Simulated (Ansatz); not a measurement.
**LaN: a single-point run**

Wanted: a converged single-point run for LaN, and a check of what comes out. The structure is shown as the input types it. The cell is built on a prototype (zincblende) and needn't be the phase found in nature.

Computed with Ansatz 0.2.0 (density functional or hybrid calculation with the settings of its input, plane waves (as first typed), unless a step's input says otherwise).

3 further runs of the same task are left out: 2 for a known fault of the program, 1 that didn't finish.

### 1 The structure to begin with

Symmetry: F-43m, No. 216, cubic system. The conventional cell has a = 5.605 Å, b = 5.605 Å, c = 5.605 Å, α = 90.00°, β = 90.00°, γ = 90.00°. Around La (site symmetry -43m) lie 4 N at 2.43 Å. N (site symmetry -43m) is surrounded by 4 La at 2.43 Å.

As a file:

```cif
data_structure
_symmetry_space_group_name_H-M 'F-43m'
_symmetry_Int_Tables_number 216
_cell_length_a 5.6048
_cell_length_b 5.6048
_cell_length_c 5.6048
_cell_angle_alpha 90.000
_cell_angle_beta 90.000
_cell_angle_gamma 90.000
_cell_volume 176.07
loop_
_atom_site_label
_atom_site_type_symbol
_atom_site_symmetry_multiplicity
_atom_site_Wyckoff_symbol
_atom_site_fract_x
_atom_site_fract_y
_atom_site_fract_z
_atom_site_occupancy
La1 La 4 a 0.00000 0.00000 0.00000 1
N1 N 4 d 0.25000 0.25000 0.75000 1
```

### 2 Running it

Input file input.yaml:

```yaml
crystal:
  lattice:
    - [0.0, 2.8023844601, 2.8023844601]
    - [2.8023844601, 0.0, 2.8023844601]
    - [2.8023844601, 2.8023844601, 0.0]
  atoms:
    - { symbol: La, position: [0.0, 0.0, 0.0] }
    - { symbol: "N", position: [0.25, 0.25, 0.25] }
kpoints:
  mp_grid: { grid: [6, 6, 6] }
hamiltonian:
  xc: r2scan
scf:
  occupations: { method: fixed }
  n_extra_bands: 4
  convergence: { dr2_threshold: 1.0 }
  max_iter: 54
output:
  forces: true
  stress: true
  eigenvalues: true
```

Run with:

```sh
$ ansatz run input.yaml --threads 4 --pin off --max-ram 3686MiB --backend cpu --events-out ev --progress --plain --runs-dir out
```

What happens when this is run?

This run ends as converged, with warnings (force scf threshold loose, stress scf threshold loose). Its log warns: «scf.convergence.dr2_threshold = 1e0 eV is looser than this run's default, which is 1e-7 eV or tighter. The error in the forces grows as the threshold's square root ...»

The threshold asked is loose, but the program put off the close and ended at dr2 = 1.2e-7, so little accuracy was lost here.

The test: delete scf.convergence.dr2_threshold (the default then holds).
